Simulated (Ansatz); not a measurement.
# HfAu2: from the start to rest

The start is HfAu2, a known structure type filled with other elements, at an estimated volume. Where does it settle when we relax cell and atoms, and what is it like there?

Method: DFT, r2SCAN, no spin polarisation, plane waves, PAW, in Ansatz 0.2.0.

## Step 1: The structure

The structure is hexagonal, space group P6_3/mmc (No. 194). The conventional cell has a = 5.588 Å, b = 5.588 Å, c = 9.201 Å, α = 90.00°, β = 90.00°, γ = 120.00°. Around Hf (site symmetry 3m) lie 12 Au at 3.26 to 3.32 Å and 4 Hf at 3.37 to 3.45 Å. Au (site symmetry -3m) has 6 Au at 2.83 Å as nearest neighbours. Au (site symmetry mm2) has 6 Au at 2.74 to 2.85 Å as nearest neighbours.

Its coordinates follow in the input file.

The first density is read from a saved solution for the starting cell.

## Step 2: The relaxation

The input, input.yaml:

```yaml
crystal:
  lattice:
    - [2.79381, 4.839019, 0.0]
    - [-2.79381, 4.839019, 0.0]
    - [0.0, 0.0, 9.200585]
  atoms:
    - { symbol: Hf, position: [0.33333, 0.33334, 0.06681] }
    - { symbol: Hf, position: [0.66667, 0.66666, 0.56681] }
    - { symbol: Hf, position: [0.33333, 0.33334, 0.43319] }
    - { symbol: Hf, position: [0.66667, 0.66666, 0.93319] }
    - { symbol: Au, position: [0.0, 0.0, 0.0] }
    - { symbol: Au, position: [0.0, 0.0, 0.5] }
    - { symbol: Au, position: [0.33977, 0.83011, 0.25] }
    - { symbol: Au, position: [0.16988, 0.16989, 0.75] }
    - { symbol: Au, position: [0.83012, 0.33976, 0.25] }
    - { symbol: Au, position: [0.66023, 0.16989, 0.75] }
    - { symbol: Au, position: [0.83012, 0.83011, 0.25] }
    - { symbol: Au, position: [0.16988, 0.66024, 0.75] }
  symmetry: { tolerance: 0.0003 }
kpoints:
  mp_grid: { grid: [6, 6, 4], shift: [0, 0, 0] }
magnetization:
  spin_polarized: false
scf:
  occupations: { method: gaussian, width: 0.0143 }
  lower_state_search: "off"
hamiltonian:
  pseudopotentials: { kind: paw }
  xc: r2scan
basis:
  ecutwfc: 500
  fft_grid_basis: typed
relax:
  max_steps: 80
  cell: { p_target: 0.0 }
output:
  forces: true
  stress: true
  eigenvalues: true
  bader: true
  populations: true
  elf: true
  write_potential: true
  volumetric_format: npy
  dos:
    e_range: [-12, 8]
    de: 0.05
    projected: { site_lists: { Au: [Au], Hf: [Hf] } }
checkpoint:
  read: saved_state
```

Command:

```console
> ansatz run input.yaml --threads 2 --pin off --max-ram 2560MiB --backend cpu --events-out ev --progress --plain --runs-dir out
```

Output (excerpt; [...] marks lines left out):

```text
Warning: the atoms were moved onto the symmetric positions of the space group found under crystal.symmetry.tolerance 3.0e-4 (fractional; no operation is sought that the atoms, as they stand in a round, miss by more than twice it, and no atom is moved by as much as it), and the run uses [...]
Warning: RAYON_NUM_THREADS=2 ignored (pool sized by the plan → 2); use --threads N
[...]
Pseudopotentials: kind: paw
Pseudopotential: Hf, paw, valence charge 26, recommended cutoff 500 eV (meta_gga), Hf.paw.azcp
Pseudopotential: Au, paw, valence charge 19, recommended cutoff 500 eV (meta_gga), Au.paw.azcp
Functional definition: r2SCAN
[...]
Crystal: 12 atoms, lattice volume = 248.771 Å³
Basis set: ecut = 500 eV, 6363 PW (Γ), exchange–correlation on 180×180×288 points (64 copies of the dense FFT grid, shifted against one another)
Bands: 154, of which v1, the nominal top of the filled ones, is band 128 counted from 1 (127 counted from 0)
Symmetry: 24 space group operations
Space group: P63/mmc (ITA 194), of the structure as read, at distance tolerance 1.9e-3 Å
k-points: 21 of 144
[...]
SCF iter   1: F=-168240.561427 eV  HF=-168240.585658 eV  |F-HF|=2.42e-2  |Δ(HF+E_count)|=         —  Δρ=3.15e-3  dr2=4.49e-2  dr2_τ=5.62e-3  ethr=1.77e-5  ⟨swp⟩=3.1  Hψ=16551  notcnv=0
[...]
relax step   1: F+E_penalty+E_count = -168240.59355319 eV  Δ(F+E_penalty+E_count) = +0.000e0 eV  max|allowed force component| = 4.332e-1 eV/Å  Δτ_max = 0.0000 Å  P = -11.890 GPa  Ω = 248.771 Å³  (8 SCF iters, dr2 threshold 1.00e-7 eV, accepted)
[...]
relax step   3: F+E_penalty+E_count = -168241.85062820 eV  Δ(F+E_penalty+E_count) = -3.148e-1 eV  max|allowed force component| = 3.699e-1 eV/Å  Δτ_max = 0.0959 Å  P = +0.074 GPa  Ω = 226.213 Å³  energy of the carried Pulay correction = +7.424e-3 eV  (9 SCF iters, dr2 threshold 1.20e-6 eV, accepted)
[...]
relax step   5: F+E_penalty+E_count = -168241.97640465 eV  Δ(F+E_penalty+E_count) = -2.959e-2 eV  max|allowed force component| = 1.098e-1 eV/Å  Δτ_max = 0.0575 Å  P = -0.106 GPa  Ω = 227.829 Å³  energy of the carried Pulay correction = +6.868e-3 eV  (9 SCF iters, dr2 threshold 1.20e-6 eV, accepted)
[...]
relax step   7: F+E_penalty+E_count = -168241.98093455 eV  Δ(F+E_penalty+E_count) = -1.765e-4 eV  max|allowed force component| = 7.137e-3 eV/Å  Δτ_max = 0.0015 Å  P = -0.005 GPa  Ω = 228.032 Å³  energy of the carried Pulay correction = +6.799e-3 eV  (7 SCF iters, dr2 threshold 2.38e-8 eV, accepted)
[...]
relax step   8: F+E_penalty+E_count = -168241.98064001 eV  Δ(F+E_penalty+E_count) = +2.945e-4 eV  max|allowed force component| = 2.357e-2 eV/Å  Δτ_max = 0.0109 Å  P = -0.007 GPa  Ω = 228.072 Å³  energy of the carried Pulay correction = +6.785e-3 eV  (9 SCF iters, dr2 threshold 1.08e-8 eV, [...]
relax step   9: F+E_penalty+E_count = -168241.98115503 eV  Δ(F+E_penalty+E_count) = -2.205e-4 eV  max|allowed force component| = 5.936e-3 eV/Å  Δτ_max = 0.0029 Å  P = +0.011 GPa  Ω = 227.999 Å³  energy of the carried Pulay correction = +6.810e-3 eV  (12 SCF iters, accepted)
[...]
SCF iter   1: F=-168241.975266 eV  HF=-168241.975244 eV  |F-HF|=2.10e-5  |Δ(HF+E_count)|=         —  Δρ=1.63e-4  dr2=6.43e-6  dr2_τ=6.68e-5  ethr=2.17e-8  ⟨swp⟩=4.0  Hψ=22321  notcnv=0
```

(Part 1 of 2 ends here.)
